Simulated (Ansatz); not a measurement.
**TiPd3: response to strain**

Aim: deform TiPd3 (zz strain of +2 %) and compute stress, forces and field gradients with LAPW, PAW and all-electron datasets made for the crystal.

Program: Ansatz 0.2.0. Level of theory: DFT LDA, scalar-relativistic. These are calculated values, not measurements.

## Step 1: The system as given

The structure is cubic, space group Pm-3m (No. 221). Conventional cell: a = 3.820 Å, b = 3.820 Å, c = 3.820 Å, α = 90.00°, β = 90.00°, γ = 90.00°. Ti (site symmetry m-3m) is surrounded by 12 Pd at 2.70 Å. Pd (site symmetry 4/mmm) is surrounded by 4 Ti at 2.70 Å and 8 Pd at 2.70 Å.

Structure file:

```cif
data_structure
_symmetry_space_group_name_H-M 'Pm-3m'
_symmetry_Int_Tables_number 221
_cell_length_a 3.8200
_cell_length_b 3.8200
_cell_length_c 3.8200
_cell_angle_alpha 90.000
_cell_angle_beta 90.000
_cell_angle_gamma 90.000
_cell_volume 55.74
loop_
_atom_site_label
_atom_site_type_symbol
_atom_site_symmetry_multiplicity
_atom_site_Wyckoff_symbol
_atom_site_fract_x
_atom_site_fract_y
_atom_site_fract_z
_atom_site_occupancy
Ti1 Ti 1 a 0.00000 0.00000 0.00000 1
Pd1 Pd 3 c 0.00000 0.50000 0.50000 1
```

The file gives the conventional cell by its symmetry; the runs use the cell typed in the input.

Atoms are numbered in the order of the input: Ti1, Pd2, Pd3, Pd4.

## Step 2: The deformed structure

Space group Pm-3m before, P4/mmm after.

## Step 3: All-electron LAPW

input.yaml reads:

```yaml
crystal:
  lattice:
    - [3.82, 0.0, 0.0]
    - [0.0, 3.82, 0.0]
    - [0.0, 0.0, 3.8964]
  atoms:
    - { symbol: Ti, position: [0.0, 0.0, 0.0] }
    - { symbol: Pd, position: [0.0, 0.5, 0.5] }
    - { symbol: Pd, position: [0.5, 0.0, 0.5] }
    - { symbol: Pd, position: [0.5, 0.5, 0.0] }
kpoints:
  mp_grid: { grid: [11, 11, 11] }
  band_path:
    path:
      - [0.0, 0.0, 0.0]
      - [0.0, 0.5, 0.0]
      - [0.5, 0.5, 0.0]
      - [0.0, 0.0, 0.0]
      - [0.0, 0.0, 0.5]
      - [0.0, 0.5, 0.5]
      - [0.5, 0.5, 0.5]
      - [0.0, 0.0, 0.5]
      - [0.0, 0.5, 0.0]
    npoints: 5
scf:
  occupations: { method: fermi_dirac, width: 0.05 }
hamiltonian:
  xc: lda
  pseudopotentials: { kind: all_electron, lapw: { basis_error: 0.001 } }
output:
  forces: true
  stress: true
  eigenvalues: true
```

Command:

```bash
> ansatz run input.yaml --threads 1 --pin off --max-ram 4096MiB --backend cpu --events-out ev --progress --plain --runs-dir out
```

## Step 4: PAW on the default files

input.yaml reads:

```yaml
crystal:
  lattice:
    - [3.82, 0.0, 0.0]
    - [0.0, 3.82, 0.0]
    - [0.0, 0.0, 3.8964]
  atoms:
    - { symbol: Ti, position: [0.0, 0.0, 0.0] }
    - { symbol: Pd, position: [0.0, 0.5, 0.5] }
    - { symbol: Pd, position: [0.5, 0.0, 0.5] }
    - { symbol: Pd, position: [0.5, 0.5, 0.0] }
kpoints:
  mp_grid: { grid: [11, 11, 11] }
scf:
  occupations: { method: fermi_dirac, width: 0.05 }
hamiltonian:
  xc: lda
  pseudopotentials: { kind: paw }
output:
  forces: true
  stress: true
  eigenvalues: true
  efg: { contact_densities: true }
```

## Step 5: All-electron PAW on datasets made for the crystal

Changes to input.yaml since step 4:

```diff
@@ -16,3 +16,3 @@
   xc: lda
-  pseudopotentials: { kind: paw }
+  pseudopotentials: { kind: all_electron, datasets: crystal }
 output:
```

(Steps that only read results are left out.)

**Question.** What will these runs give? Wanted: pressure; largest shear or deviatoric stress.

As calculated:

| quantity | value |
| --- | --- |
| pressure | LAPW -2.12, PAW -2.13, crystal datasets -2.12 GPa |
| largest shear or deviatoric stress (LAPW) | 2.09 GPa |

The largest part of the stress beyond the pressure is 2.09 GPa in size, in the zz component; the atoms are carried along and not relaxed. No run of the undeformed cell stands beside it, so pressure and stress hold what the given cell had before the change, as far as its symmetry allows. PAW: stress within 0.01 GPa of LAPW. Crystal datasets: stress within 0.01 GPa of LAPW.
